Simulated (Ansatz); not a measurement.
# C2H6GeS: one species, many methods

One table from this session's results is given with a row withheld; the runs are named, their logs left out.

Program: Ansatz 0.2.0, Gaussian basis. Level of theory: functionals in def2-TZVPP, the program's frozen cores in correlated methods. These are calculated values, not measurements.

Plan: PBE-D4, r2SCAN-D4, PBE0-D4, B3LYP-D4, ωB97X-V, ωB97M-V, B2PLYP; CCSD(T)/def2-TZVPP; MP2/def2-QZVPP; extrapolation to the limit.

## The geometry

The geometry comes from an earlier relaxation with PBE0-D4 in a triple-zeta def2 set; it is a stationary point, not always the lowest conformer.

SMILES `C[C](=S)[GeH3]`, 10 atoms, charge 0, spin multiplicity 1.

Atoms are counted from 1 here; the program's logs count them from 0.

Bond lengths: C1–C2 1.490 Å, C1–H5 1.096 Å, C1–H6 1.090 Å, C1–H7 1.096 Å, C2–S3 1.615 Å, C2–Ge4 1.976 Å, Ge4–H8 1.529 Å, Ge4–H9 1.541 Å, Ge4–H10 1.541 Å. Angles: C2–C1–H5 110.0°, C2–C1–H6 111.7°, C2–C1–H7 109.9°, H5–C1–H6 109.5°, H5–C1–H7 106.0°, H6–C1–H7 109.5°, C1–C2–S3 123.4°, C1–C2–Ge4 116.5°, S3–C2–Ge4 120.2°, C2–Ge4–H8 109.4°, C2–Ge4–H9 108.7°, C2–Ge4–H10 108.8°, H8–Ge4–H9 110.9°, H8–Ge4–H10 110.9°, H9–Ge4–H10 108.1°.

Set-up of the first run:

Contents of in.yaml:

```yaml
crystal:
  periodic: [false, false, false]
  atoms:
    - {symbol: C, position_ang: [-0.359683, 1.223508, -0.713552]}
    - {symbol: C, position_ang: [-0.499861, -0.243757, -0.492783]}
    - {symbol: S, position_ang: [-1.503617, -1.177992, -1.345471]}
    - {symbol: Ge, position_ang: [0.622175, -1.032104, 0.929552]}
    - {symbol: H, position_ang: [-0.582127, 1.765265, 0.213308]}
    - {symbol: H, position_ang: [-1.017001, 1.576560, -1.508803]}
    - {symbol: H, position_ang: [0.679897, 1.466293, -0.963433]}
    - {symbol: H, position_ang: [0.367837, -2.538574, 1.001382]}
    - {symbol: H, position_ang: [0.273724, -0.352054, 2.267517]}
    - {symbol: H, position_ang: [2.101756, -0.738246, 0.615182]}
basis:
  gaussian: {orbitals: def2-TZVPP}
hamiltonian: {xc: pbe, dispersion: d4}
output: {forces: true, orbitals: {seedname: orbitals}}
```

Command:

```sh
> ansatz run in.yaml --threads 4 --pin off --events-out ev --progress --plain --max-ram 10444MiB
```

Steps of the session up to this table: PBE-D4 (GGA); r2SCAN-D4 (meta-GGA); PBE0-D4 (hybrid); B3LYP-D4 (hybrid); ωB97X-V (range-separated); ωB97M-V (range-separated); B2PLYP (double hybrid); CCSD(T) in def2-TZVPP; MP2 in def2-QZVPP.

One of the session's tables, all rows but one given; the rest of the session is left out.

It belongs to the step «Atomisation energies». 

| method | atomisation energy (kJ/mol) |
| --- | --- |
| PBE-D4 | 3422.2 |
| r2SCAN-D4 | 3380.9 |
| PBE0-D4 | 3370.8 |
| B3LYP-D4 | 3359.0 |
| ωB97X-V | 3378.8 |
| ωB97M-V | 3366.9 |
| B2PLYP | 3325.4 |
| HF/def2-TZVPP | 2429.8 |
| MP2/def2-TZVPP | 3322.4 |
| CCSD/def2-TZVPP | 3242.3 |
| CCSD(T)/def2-TZVPP | 3299.5 |
| MP2/CBS | 3398.3 |
| CCSD(T)/CBS | ? |

Q: Estimate the row for CCSD(T)/CBS from the others.

**Answer.** atomisation energy (kJ/mol): 3375.4. In the column «atomisation energy (kJ/mol)» it lies between PBE0-D4 (3370.8) and ωB97X-V (3378.8).
